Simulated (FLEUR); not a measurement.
# Cl (Cmce) in FLEUR: single point with PBEsol

Aim: the single point of Cl with PBEsol.

Program: FLEUR MaX-R8.1 (later development tree). These are calculated values, not measurements. Logs are shortened: lines on timing, memory, paths and dates and some standing lists are left out, and cuts for length are marked.

### Step 1. The structure

Symmetry: Cmce, No. 64, orthorhombic system. The conventional cell has a = 6.290 Å, b = 4.500 Å, c = 8.210 Å, α = 90.00°, β = 90.00°, γ = 90.00°. Cl (site symmetry m) is surrounded by 1 Cl at 2.02 Å.

### Step 2. Single point, PBEsol

Input file inp.xml:

```xml
<?xml version="1.0" encoding="UTF-8" standalone="no"?>
<fleurInput fleurInputVersion="0.39">
   <comment>
      Cl                                                                                                  
   </comment>
   <calculationSetup>
      <cutoffs Kmax="5.73" Gmax="17.8" GmaxXC="17.8" numbands="0"/>
      <scfLoop itmax="60" minDistance="0.00001" maxIterBroyd="15" imix="Anderson" alpha="0.05" precondParam="0.0" spinf="2.0" sdNocoIR="T"/>
      <coreElectrons ctail="T" frcor="F" kcrel="0" coretail_lmax="0"/>
      <xcFunctional name="PBEs" relativisticCorrections="F"/>
      <magnetism jspins="1"/>
      <soc l_soc="F" theta="0.0" phi="0.0" spav="F"/>
      <expertModes spex="0" secvar="F"/>
      <geometryOptimization l_f="T" forcealpha="1.0" forcemix="BFGS" epsdisp="0.0005" epsforce="0.0002"/>
      <ldaU l_linMix="F" mixParam="0.05" spinf="1.0"/>
   </calculationSetup>
   <cell>
      <bzIntegration valenceElectrons="28.0" mode="hist" fermiSmearingEnergy="0.00183747">
         <kPointListSelection listName="default-1"/>
         <!-- k-points included here -->
         <xi:include xmlns:xi="http://www.w3.org/2001/XInclude" href="kpts.xml"> </xi:include>
      </bzIntegration>
      <!-- symmetry operations included here -->
      <xi:include xmlns:xi="http://www.w3.org/2001/XInclude" href="sym.xml"> </xi:include>
      <bulkLattice scale="1.0">
         <bravaisMatrix>
            <row-1>    5.9431886618669996    -4.2518837803500000     0.0000000000000000</row-1>
            <row-2>    5.9431886618669996     4.2518837803500000     0.0000000000000000</row-2>
            <row-3>    0.0000000000000000     0.0000000000000000    15.5146514829660003</row-3>
         </bravaisMatrix>
      </bulkLattice>
   </cell>
   <atomSpecies>
      <species name="Chlorine (Cl)" element="Cl" atomicNumber="17">
         <mtSphere radius="1.71" gridPoints="583" logIncrement="0.02"/>
         <atomicCutoffs lmax="8" lnonsphr="8"/>
         <electronConfig flipSpins="F">
            <coreConfig>(1s1/2) (2s1/2) (2p1/2) (2p3/2)</coreConfig>
            <valenceConfig>(3s1/2) (3p1/2) (3p3/2)</valenceConfig>
            <stateOccupation state="(3p1/2)" spinUp="0.833333" spinDown="0.833333"/>
            <stateOccupation state="(3p3/2)" spinUp="1.666667" spinDown="1.666667"/>
         </electronConfig>
         <energyParameters s="3" p="3" d="3" f="4"/>
         <lo type="SCLO" l="0" n="3" eDeriv="2"/>
         <lo type="SCLO" l="1" n="3" eDeriv="2"/>
         <lo type="SCLO" l="2" n="3" eDeriv="2"/>
         <lo type="SCLO" l="3" n="4" eDeriv="2"/>
      </species>
   </atomSpecies>
   <atomGroups>
      <atomGroup species="Chlorine (Cl)">
         <relPos label="                   1">.3700000000 -.3700000000 2.000/5.000</relPos>
         <relPos label="                   2">.1300000000 -.1300000000 -1.000/10.000</relPos>
         <relPos label="                   3">-.3700000000 .3700000000 -2.000/5.000</relPos>
         <relPos label="                   4">-.1300000000 .1300000000 1.000/10.000</relPos>
         <force calculate="T" relaxXYZ="TTT"/>
      </atomGroup>
   </atomGroups>
   <output dos="F" band="F" slice="F">
      <checks vchk="F" cdinf="F"/>
      <bandDOS minEnergy="-.5*Htr" maxEnergy="0.5*Htr" sigma="0.015" storeEVData="T"/>
      <vacuumDOS vacdos="F" integ="F" star="F" nstars="0" locx1="0.0" locy1="0.0" locx2="0.0" locy2="0.0" nstm="0" tworkf="0.0"/>
      <unfoldingBand unfoldBand="F" supercellX="1" supercellY="1" supercellZ="1"/>
      <plotting iplot="0" polar="F">
         <plot TwoD="T" vec1="  1.0  0.0  0.0" vec2="  0.0  1.0  0.0" vec3="  0.0  0.0  1.0" zero="  0.0  0.0  0.0" file="plot"/>
      </plotting>
      <chargeDensitySlicing numkpt="0" minEigenval="0.0" maxEigenval="0.0" nnne="0" pallst="F"/>
      <specialOutput eonly="F"/>
      <moessbauerParams electricFieldGradient="T" isomerShift="T" coreHyperfine="T" valenceHyperfine="T"/>
      <magneticCircularDichroism mcd="F" energyLo="-10.0" energyUp="0.0"/>
   </output>
  <!-- We include the file relax.xml here to enable relaxations (see documentation) -->
  <xi:include xmlns:xi="http://www.w3.org/2001/XInclude" href="relax.xml"> <xi:fallback/> </xi:include>
</fleurInput>
```

Input file crystal.txt:

```
Cl
&input cartesian=F /
3.1450000000  -2.2500000000  0.0000000000
3.1450000000  2.2500000000  0.0000000000
0.0000000000  0.0000000000  8.2100000000
1.8897261246
1.0 1.0 1.0

4
17 0.3700000000  0.6300000000  0.4000000000
17 0.1300000000  0.8700000000  0.9000000000
17 0.6300000000  0.3700000000  0.6000000000
17 0.8700000000  0.1300000000  0.1000000000

&kpt div1=7 div2=7 div3=4 gamma=T /
```

Potentials or basis: all-electron, FLAPW.

On the command line:

```console
$ inpgen -f crystal.txt -profile fastHighL
$ # inp.xml edited to the form shown
$ mpirun -n 4 fleur_MPI -pe_per_kpt 1
```

The program printed:

```text
Welcome to FLEUR        (www.flapw.de)
      MaX-Release 8.1          (www.max-centre.eu)

 ========== k-point set info ==========
 Selected k-point list: default-1
 k-point list type: mesh
 7 x 7 x 4
 Number of k points: 48

 ------------Calculation Setup---------------------------
 Number of MPI-tasks      :            4
 Number of PE/node        :            4
 Number of OMP-threads    :            1
 Using exactly            1  PE per kpt
 k-points in parallel     :            4
 pe's per k-point         :            1
 No of k-point loops      :           12
 Using exactly            1  PE per kpt
 Using exactly            1  PE per kpt
 Using exactly            1  PE per kpt
 Eigenvalue solver        :       lapack
 Number of basis functions:         2622
 Approximate size of matrices (H+S) per k-point:         0.102 GB
 --------------------------------------------------------
 Iteration:     1   Distance:       7.99846014 me/bohr^3
 Iteration:     2   Distance:       7.54512423 me/bohr^3
 Iteration:     3   Distance:       1.46621081 me/bohr^3
 Iteration:     4   Distance:       0.45204074 me/bohr^3
 Iteration:     5   Distance:       0.34533593 me/bohr^3
 Iteration:     6   Distance:       0.04505074 me/bohr^3
 Iteration:     7   Distance:       0.02948602 me/bohr^3
 Iteration:     8   Distance:       0.00798444 me/bohr^3
 Iteration:     9   Distance:       0.00106343 me/bohr^3
 Iteration:    10   Distance:       0.00100168 me/bohr^3
 Iteration:    11   Distance:       0.00029164 me/bohr^3
 Iteration:    12   Distance:       0.00011233 me/bohr^3
 Iteration:    13   Distance:       0.00004185 me/bohr^3
 Iteration:    14   Distance:       0.00000277 me/bohr^3

 Reset of history

 ********************************************************************
 Run finished successfully
 Stop message:
   Structural relaxation: new displacements generated
 ********************************************************************
```

It took 14 min on 4 MPI ranks of Arm Neoverse V2, shared host.

Results:

```
Free energy                                           : -50157.5256 eV
Largest force                                         : 0.165 eV/Å
Band gap on the k mesh                                : 2.43 eV, indirect (least direct gap 2.48 eV)
Valence electrons inside the program's atomic spheres : Cl 3.91 (radii Cl 1.71 bohr)
```

Forces on the atoms (eV/Å):
```
Cl   0.000 -0.157  0.050
Cl   0.000  0.157  0.050
Cl   0.000  0.157 -0.050
Cl   0.000 -0.157 -0.050
```

Core levels (eV from the Fermi level):
```
atom                                                   levels
1 Cl  1s1/2 -2739.7, 2s1/2 -245.3, 2p1/2 -185.7, 2p3/2 -184.0
2 Cl  1s1/2 -2739.7, 2s1/2 -245.3, 2p1/2 -185.7, 2p3/2 -184.0
3 Cl  1s1/2 -2739.7, 2s1/2 -245.3, 2p1/2 -185.7, 2p3/2 -184.0
4 Cl  1s1/2 -2739.7, 2s1/2 -245.3, 2p1/2 -185.7, 2p3/2 -184.0
```

Caveat: an odd mesh through Γ misses points on the zone boundary, where band edges often lie.
